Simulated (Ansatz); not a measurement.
Working through a ladder of methods at one geometry of C₂H₇NOSi, SMILES NC1(O)C[SiH2]1

With the Ansatz DFT code, driven from Python.

Run as a notebook:

In [1]:
```python
from pathlib import Path

import ansatz as az
import numpy as np

BASIS_SET = "cc-pVDZ"
```

In [2]:
```python
system = (
    az.Crystal.molecule()
    .atom("N", [-1.1798, 0.2623, 1.0725])
    .atom("C", [0.0031, -0.1585, 0.4518])
    .atom("O", [0.8395, -0.7236, 1.4174])
    .atom("C", [0.748, 0.7083, -0.5534])
    .atom("Si", [0.0208, -0.932, -1.2685])
    .atom("H", [-1.8224, 0.7986, 0.3785])
    .atom("H", [-0.9759, 1.0286, 1.7537])
    .atom("H", [0.3749, -1.143, 2.1099])
    .atom("H", [1.7579, 0.7734, -0.499])
    .atom("H", [0.1718, 1.5692, -0.9195])
    .atom("H", [-1.0787, -0.5687, -2.1787])
    .atom("H", [1.2178, -1.6696, -1.7306])
)
```

In [3]:
```python
model = system.calculation().basis(gaussian=BASIS_SET)
```

In [4]:
```python
print("functional    E (Ha)        dipole (D)   HOMO (eV)  LUMO (eV)")
for name in ["hse06", "pbe", "cam_b3lyp", "hf", "b3lyp"]:
    rep = model.functional(name).forces().orbitals().run(threads=1, pin="off", runs_dir="runs").report
    lines = Path(rep["orbitals_path"]).read_text().splitlines()
    field_of = lambda key: [line.split("=")[1].strip() for line in lines if line.startswith(key)]
    orbitals = [(27.211386 * float(e), s, float(n)) for e, s, n in zip(field_of("Ene="), field_of("Spin="), field_of("Occup="))]
    homo = max(e for e, _, n in orbitals if n > 0.5)
    lumo = min(e for e, _, n in orbitals if n < 0.5)
    dipole = 4.803205 * np.linalg.norm(rep["charge_distribution"]["dipole_moment_e_ang"])
    print(f"{name:10s} {rep['free_energy_ev'] / 27.211386246:14.6f} {dipole:9.3f} {homo:11.3f} {lumo:10.3f}")
```
```text
functional    E (Ha)        dipole (D)   HOMO (eV)  LUMO (eV)
hse06         -499.440069     1.438      -5.624     -0.469
pbe           -499.411044     1.454      -4.793     -0.887
cam_b3lyp     -499.713499     1.390      -7.274      0.952
hf            -497.966219     1.448      -8.628      3.042
b3lyp         -499.829559     1.389      -5.796     -0.317
```

What to keep in mind:
- These settings explore the input space; basis and method may be short of convergence.
- The geometry is a force-field or estimated start, not a minimum of this method, and the basis set is short of its limit. A lower total doesn't mark the better method: functionals have no common bound, and MP2 and coupled cluster aren't variational.
- b3lyp holds the VWN-RPA fit, as in Gaussian; the form of ORCA and Turbomole is b3lyp5.
- Levels such as HOMO and LUMO are orbital energies: with these approximate functionals they aren't the ionisation energy and electron affinity, and their gap isn't the fundamental gap.
- For Al to Cl the sets with a tight d function, cc-pV(X+d)Z, are usual.
- hse06 follows the composition of plane-wave codes, whose totals differ by tens of mHa, up to about 0.1 Ha, from the form usual in Gaussian-basis programs (wpbeh).
- It ran for 18 s on 1 thread of Intel(R) Xeon(R) Processor @ 2.30GHz, with other jobs on the host, peak memory 0.37 GiB.
